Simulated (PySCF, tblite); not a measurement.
**C₂H₆BrClSi₄: geometry, infrared bands and NMR shifts**

Aim: predict the infrared bands and NMR shifts of C₂H₆BrClSi₄ (`C#C[Si@@]1(Br)[SiH2][SiH2][Si@H]1Cl`).

The runs use tblite 0.8.0 and PySCF 2.14.0, with density-fitted response routines of our own; the level of theory stands in each step. All values are computed, except where a source is named. Atoms are numbered from 0 throughout.

## (1) Starting geometry

14 atoms, charge 0, multiplicity 1; geometry from: force field or distance geometry start.

Bonds of the start (Å): C0–C1 1.22, C1–Si2 1.83, Si2–Br3 2.20, Si2–Si4 2.28, Si4–Si5 2.29, Si5–Si6 2.29, Si6–Cl7 2.04, Si6–Si2 2.27, C0–H8 1.07, Si4–H9 1.49, Si4–H10 1.50, Si5–H11 1.49, Si5–H12 1.50, Si6–H13 1.49.

## (2) Optimising the geometry with GFN2-xTB

What the job is given:

```
{"job": {"kind": "relax", "xc": "GFN2-xTB", "basis": "xTB"}, "charge": 0, "multiplicity": 1}
C      2.727700    -0.665200     1.756400
C      2.033200    -0.388000     0.796200
Si     1.002400     0.025500    -0.658900
Br     2.208700     0.276300    -2.481500
Si    -0.780400    -1.373500    -0.926100
Si    -1.944500     0.064600     0.424800
Si    -0.511000     1.682900    -0.321000
Cl     0.006500     3.043300     1.114900
H      3.334400    -0.901300     2.601000
H     -0.622800    -2.744600    -0.371600
H     -1.327300    -1.372800    -2.321200
H     -3.367600     0.247200     0.035500
H     -1.773600    -0.267600     1.877900
H     -0.986500     2.372800    -1.548300
```

Run with:

```sh
> OMP_NUM_THREADS=1 python probes_run.py task.json out
```

This one command runs all jobs of the session in turn.

**Question.** This job is followed by: GFN2-xTB harmonic vibrations, gas phase; GIAO PBE0/pcSseg-1 NMR shielding, non-relativistic, gas phase. Predict these results of the whole session: strongest single infrared mode (GFN2-xTB); zero-point energy (GFN2-xTB); ¹³C shifts against TMS (PBE0/pcSseg-1); ¹H shifts against TMS (PBE0/pcSseg-1); ²⁹Si shifts against TMS (PBE0/pcSseg-1); ⁷⁹Br shifts against HBr (PBE0/pcSseg-1); ³⁵Cl shifts against HCl (PBE0/pcSseg-1).

As calculated:

| quantity | value |
| --- | --- |
| strongest single infrared mode (GFN2-xTB) | 2201 cm⁻¹, 566 km/mol |
| zero-point energy (GFN2-xTB) | 39.1 kcal/mol |
| ¹³C shifts against TMS (PBE0/pcSseg-1) | 112.1, 87.7 ppm |
| ¹H shifts against TMS (PBE0/pcSseg-1) | 6.30, 4.53, 4.29, 4.19, 4.07, 2.78 ppm |
| ²⁹Si shifts against TMS (PBE0/pcSseg-1) | 21.4, 7.9, -73.3, -93.3 ppm |
| ⁷⁹Br shifts against HBr (PBE0/pcSseg-1) | 20 ppm |
| ³⁵Cl shifts against HCl (PBE0/pcSseg-1) | -78 ppm |

In words: Over 102 steps the energy fell by 0.646 eV; of the close pairs, Si2–Si6 changed most, 2.270 to 2.377 Å. No mode is imaginary among the 36: a minimum at this level. The strongest single mode, at 2201 cm⁻¹, moves mainly H11 and H9. Unscaled tight-binding wavenumbers are off by several per cent, some by more. Its intensities can rank the bands wrongly. At PBE0/pcSseg-1: The largest span, 370 ppm, is at Br3, where the paramagnetic term is -522 ppm. Spin-orbit coupling is left out, which matters for shieldings and couplings at and beside the heavy atoms.
